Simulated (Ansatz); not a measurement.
# TiTe2: the cost of one run

All numbers are computed with Ansatz 0.2.0, driven from Python. The levels of theory stand in the script.

### Step 1. Starting point

The structure is trigonal, space group P-3m1 (No. 164). The conventional cell has a = 3.777 Å, b = 3.777 Å, c = 6.498 Å, α = 90.00°, β = 90.00°, γ = 120.00°. Around Ti (site symmetry -3m) lie 6 Te at 2.77 Å. Around Te (site symmetry 3m) lie 3 Ti at 2.77 Å.

No structure file is read: the coordinates are typed or built in the script.

### Step 2. The script

The input, tite2_lattice.py:

```python
# -*- coding: utf-8 -*-
'''How the lattice of TiTe2 depends on the functional.'''

import ansatz as az
import numpy as np

params = {
    'mesh': (8, 8, 4),
    'filling': 'cold',
    'fmax': 0.02,
}

def edges_and_angles(cell):
    cell = np.asarray(cell)
    a, b, c = np.linalg.norm(cell, axis=1)
    cosines = cell[1] @ cell[2] / (b * c), cell[0] @ cell[2] / (a * c), cell[0] @ cell[1] / (a * b)
    return (a, b, c, *np.degrees(np.arccos(cosines)))


def main():
    xtal = (
        az.Lattice.of([3.777, 0.0, 0.0], [-1.8885, 3.270978, 0.0], [0.0, 0.0, 6.498])
        .atom('Ti', [0.0, 0.0, 0.0])
        .atom('Te', [2 / 3, 1 / 3, 0.2628])
        .atom('Te', [1 / 3, 2 / 3, 0.7372])
    )

    calc = (
        xtal.calculation()
        .kpoints(*params['mesh'])
        .occupations(params['filling'])
        .relax(cell=True, force_tolerance=params['fmax'], max_steps=40)
    )

    levels = [('lda', 'none'), ('revpbe', 'd3bj'), ('r2scan', 'none')]
    print('level            a       b       c    alpha   beta  gamma  V/atom  steps')
    for name, dispersion in levels:
        seen = []
        run = calc.functional(name, dispersion=dispersion).session().plan()
        done = run.execute(on_event=lambda e: seen.append(e) if e['event'] == 'relax_step' else None)
        cell = done.lattice.cell_ang
        label = name if dispersion == 'none' else f'{name}+{dispersion}'
        print('{:13s} {:7.4f} {:7.4f} {:7.4f} {:6.2f} {:6.2f} {:6.2f}'.format(label, *edges_and_angles(cell)), f'{abs(np.linalg.det(cell)) / len(done.lattice.sites):7.3f} {len(seen):5d}')


if __name__ == '__main__':
    main()
```

### Step 3. What the engine is handed

The engine receives this input (first run):

```yaml
crystal:
  lattice:
    - [3.777, 0.0, 0.0]
    - [-1.8885, 3.270978, 0.0]
    - [0.0, 0.0, 6.498]
  atoms:
    - { symbol: Ti, position: [0.0, 0.0, 0.0] }
    - { symbol: Te, position: [0.6666666666666666, 0.3333333333333333, 0.2628] }
    - { symbol: Te, position: [0.3333333333333333, 0.6666666666666666, 0.7372] }
kpoints:
  mp_grid:
    grid: [8, 8, 4]
hamiltonian:
  xc: lda
  dispersion: none
scf:
  occupations:
    method: cold
relax:
  f_tol: 0.02
  max_steps: 40
  cell: {}
```

### Step 4. The run

Started as:

```console
$ python tite2_lattice.py
```

Q: Estimate wall time and peak memory on 1 thread of Intel Xeon at 2.50GHz (Skylake/Cascade Lake), shared host.

About 3.6 min, with a peak of 0.75 GiB.
